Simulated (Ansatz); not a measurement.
I need a convergence test of the plane-wave cutoff of MgTi5, space group P-6m2. Use the Python package of Ansatz (0.2.0). Settings (first run): PBEsol, PAW, cutoff 250 eV, Gaussian smearing of 0.1 eV, D3BJATM dispersion. The script varies cutoff (eV): 250, 350, 450, 550, 650.

```
Mg Ti
1.0
     2.95875    0.00000    0.00000
    -1.47937    2.56235    0.00000
     0.00000    0.00000   14.32339
Mg Ti
1 5
Direct
  0.00000 0.00000 0.00000
  0.33333 0.66667 0.82060
  0.00000 0.00000 0.66375
  0.33333 0.66667 0.50000
  0.00000 0.00000 0.33625
  0.33333 0.66667 0.17940
```

Script `ecut_mgti5.py`:
```python
# -*- coding: utf-8 -*-
import warnings

import ansatz as az
import pandas as pd

warnings.simplefilter("ignore", az.DeckWarning)

lattice = az.Lattice.of(
    (2.95874583, 0.0, 0.0),
    (-1.47937291, 2.56234905, 0.0),
    (0.0, 0.0, 14.323395),
)
sites = [
    ("Mg", (0.0, 0.0, 0.0)),
    ("Ti", (1 / 3, 2 / 3, 0.820598)),
    ("Ti", (0.0, 0.0, 0.663748)),
    ("Ti", (1 / 3, 2 / 3, 0.5)),
    ("Ti", (0.0, 0.0, 0.336252)),
    ("Ti", (1 / 3, 2 / 3, 0.179402)),
]
crystal = az.Crystal(lattice=lattice)
for symbol, position in sites:
    crystal = crystal.atom(symbol, position)

calculation = (
    crystal.calculation()
    .functional("pbesol", dispersion="d3bjatm")
    .kpoints(spacing=0.32)
    .occupations("Gaussian", width=0.1)
    .stress()
)

rows = []
for value in [250, 350, 450, 550, 650]:
    data = calculation.basis(value).run(threads=1, pin="off").report
    rows.append((value, data["free_energy_ev"] / len(data["lattice"]["sites"]), data["n_iterations"], sum(data["stress_gpa"][i][i] for i in range(3)) / 3, data["n_pw"]))

table = pd.DataFrame(rows, columns=["cutoff (eV)", "F/atom (eV)", "iterations", "P (GPa)", "plane waves"])
print(table.round(5).to_string(index=False))

for row in rows[:-1]:
    shift = 1000 * (row[1] - rows[-1][1])
    print(f"{row[0]}: {shift:+.2f} meV/atom" + ("  (within 2 meV)" if abs(shift) < 2 else ""))
```

`python ecut_mgti5.py` gives:
```text
 cutoff (eV)  F/atom (eV)  iterations  P (GPa)  plane waves
         250  -2379.79108           8 -8.81971          973
         350  -2380.66399           8 -7.62998         1657
         450  -2380.67237           8 -7.64063         2341
         550  -2380.67284           8 -7.64051         3199
         650  -2380.67308           8 -7.64149         4091
250: +882.00 meV/atom
350: +9.09 meV/atom
450: +0.71 meV/atom  (within 2 meV)
550: +0.23 meV/atom  (within 2 meV)
```

From 450 eV on it stays within 2 meV an atom of the value at 650 eV; the first row (250 eV) is off by 882.0 meV and the last but one by 0.23 meV. The energy falls steadily, as expected when plane waves are added. The pressure moves from -8.82 to -7.64 GPa (the program's stress holds a Pulay correction, so it settles early). The last run costs about 2.7 times the first.

Reading the output:
- Dispersion corrections can be off by several per cent in the lattices of metals, and by several GPa in the pressure at a fixed cell.
- Pressure is positive in compression.
- This cell is a computed structure, which may not be the phase found in nature.
- Shifts are counted from the last row, which is itself no proven limit.
- The script silences the warnings on its input, which a real study should read.
- Timing: 46 s on 1 thread of Arm Neoverse V1 (shared host), peak memory 0.54 GiB.
